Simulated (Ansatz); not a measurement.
**C₃H₉BO: an energy map over angle C3–O4–C5 and change of the bonds O4–C3, O4–C5, all alike**

How does the energy of C3H9BO, SMILES CBCOC change over two coordinates at once? A grid of runs gives the map.

Method: RKS PBE-D4/def2-SVP; program: Ansatz 0.2.0.

### Step 1. Where the work starts

SMILES `CBCOC`, 14 atoms, charge 0, spin multiplicity 1.

Atoms are counted from 1 here; the program's logs count them from 0.

Bond lengths: C1–B2 1.560 Å, C1–H6 1.119 Å, C1–H7 1.109 Å, C1–H8 1.107 Å, B2–C3 1.568 Å, B2–H9 1.224 Å, C3–O4 1.411 Å, C3–H10 1.127 Å, C3–H11 1.128 Å, O4–C5 1.404 Å, C5–H12 1.108 Å, C5–H13 1.120 Å, C5–H14 1.120 Å. Angles: B2–C1–H6 105.0°, B2–C1–H7 114.0°, B2–C1–H8 113.9°, H6–C1–H7 104.9°, H6–C1–H8 107.0°, H7–C1–H8 111.2°, C1–B2–C3 123.5°, C1–B2–H9 120.8°, C3–B2–H9 115.7°, B2–C3–O4 114.4°, B2–C3–H10 108.2°, B2–C3–H11 107.1°, O4–C3–H10 111.8°, O4–C3–H11 111.8°, H10–C3–H11 102.8°, C3–O4–C5 113.4°, O4–C5–H12 108.0°, O4–C5–H13 112.3° and more.

Geometry (Å):

```mol
C3H9BO
  3D, bonds by distance, orders not assigned

 14 13  0  0  0  0  0  0  0  0999 V2000
   -1.7386    0.9644    1.0353 C   0  0
   -0.3243    1.3635    0.5128 B   0  0
    0.6521    0.3607   -0.1935 C   0  0
    0.1629   -0.9587   -0.2906 O   0  0
    1.0623   -1.8441   -0.9054 C   0  0
   -2.4495    1.3232    0.2494 H   0  0
   -2.0439    1.4957    1.9599 H   0  0
   -1.8892   -0.1281    1.1324 H   0  0
    0.0744    2.5174    0.6018 H   0  0
    0.9202    0.7828   -1.2032 H   0  0
    1.6322    0.4039    0.3633 H   0  0
    0.5907   -2.8466   -0.9330 H   0  0
    2.0290   -1.9233   -0.3463 H   0  0
    1.3084   -1.5397   -1.9543 H   0  0
  1  2  8  0
  1  6  8  0
  1  7  8  0
  1  8  8  0
  2  3  8  0
  2  9  8  0
  3  4  8  0
  3 10  8  0
  3 11  8  0
  4  5  8  0
  5 12  8  0
  5 13  8  0
  5 14  8  0
M  END
```

This geometry comes from a loose relaxation at PBE in a small basis, which is not shown.

### Step 3. Plan of the scan

First coordinate, angle C3–O4–C5: 13 values from 68.4 to 158.4 °. Second coordinate, change of the bonds O4–C3, O4–C5, all alike: 13 values from −0.155 to 0.239 Å.

Nothing else is relaxed (all other coordinates rigid). Energies count from the relaxed molecule at the same level. Points are written as (first, second).

(The set-up runs are not shown.)

### Step 4. The run at (113.4°, 0.009 Å)

input.yaml reads:

```yaml
crystal:
  periodic: [false, false, false]
  atoms:
    - { symbol: C, position_ang: [-1.72895, 0.971683, 1.041519] }
    - { symbol: B, position_ang: [-0.313907, 1.374743, 0.525283] }
    - { symbol: C, position_ang: [0.656678, 0.37217, -0.188184] }
    - { symbol: O, position_ang: [0.157594, -0.952861, -0.291829] }
    - { symbol: C, position_ang: [1.058538, -1.845148, -0.914908] }
    - { symbol: H, position_ang: [-2.421829, 1.262868, 0.21284] }
    - { symbol: H, position_ang: [-2.076239, 1.540246, 1.926985] }
    - { symbol: H, position_ang: [-1.857294, -0.118551, 1.185809] }
    - { symbol: H, position_ang: [0.087473, 2.526829, 0.617346] }
    - { symbol: H, position_ang: [0.924645, 0.797888, -1.196553] }
    - { symbol: H, position_ang: [1.638045, 0.407675, 0.366886] }
    - { symbol: H, position_ang: [0.583395, -2.845884, -0.946202] }
    - { symbol: H, position_ang: [2.02555, -1.930191, -0.357485] }
    - { symbol: H, position_ang: [1.304556, -1.537754, -1.962747] }
basis:
  gaussian: { orbitals: def2-SVP }
hamiltonian:
  xc: pbe
  dispersion: d4
output:
  forces: true
```

Run with:

```sh
$ ansatz run input.yaml --threads 1 --pin off --max-ram 2560MiB --backend cpu --events-out ev --progress --plain --runs-dir out
```

The session goes on with these runs: the other points that were computed.

What does the calculation give? Wanted: lowest point; highest computed point; largest force on an atom.

**Answer**, as computed:

```
                       quantity                                                                           value
                   lowest point                                                    (113.4°, 0.009 Å), 0.0027 eV
         highest computed point                                    (68.4°, −0.155 Å), 11.68 eV above the lowest
largest force on an atom (eV/Å)  0.3 at (113.4°, 0.009 Å) to 26.7 at (68.4°, −0.155 Å); 0.3 at the lowest point
        time for the whole task                                                 13 min on 1 thread, shared host
```

What this shows: The lowest computed point is at (113.4°, 0.009 Å), 0.0027 eV from the relaxed molecule at the same level. The grid is coarse, so the lowest point of the scanned range may lie between grid points; coordinates that were held can hide deeper minima. No other kind of well shows on this grid. The highest computed point, (68.4°, −0.155 Å), lies 11.68 eV above the lowest. Round the minimum the valley is somewhat tilted: raising angle C3–O4–C5 shifts the best value of the second coordinate downwards (coupling k₁₂/√(k₁₁k₂₂) about 0.2).
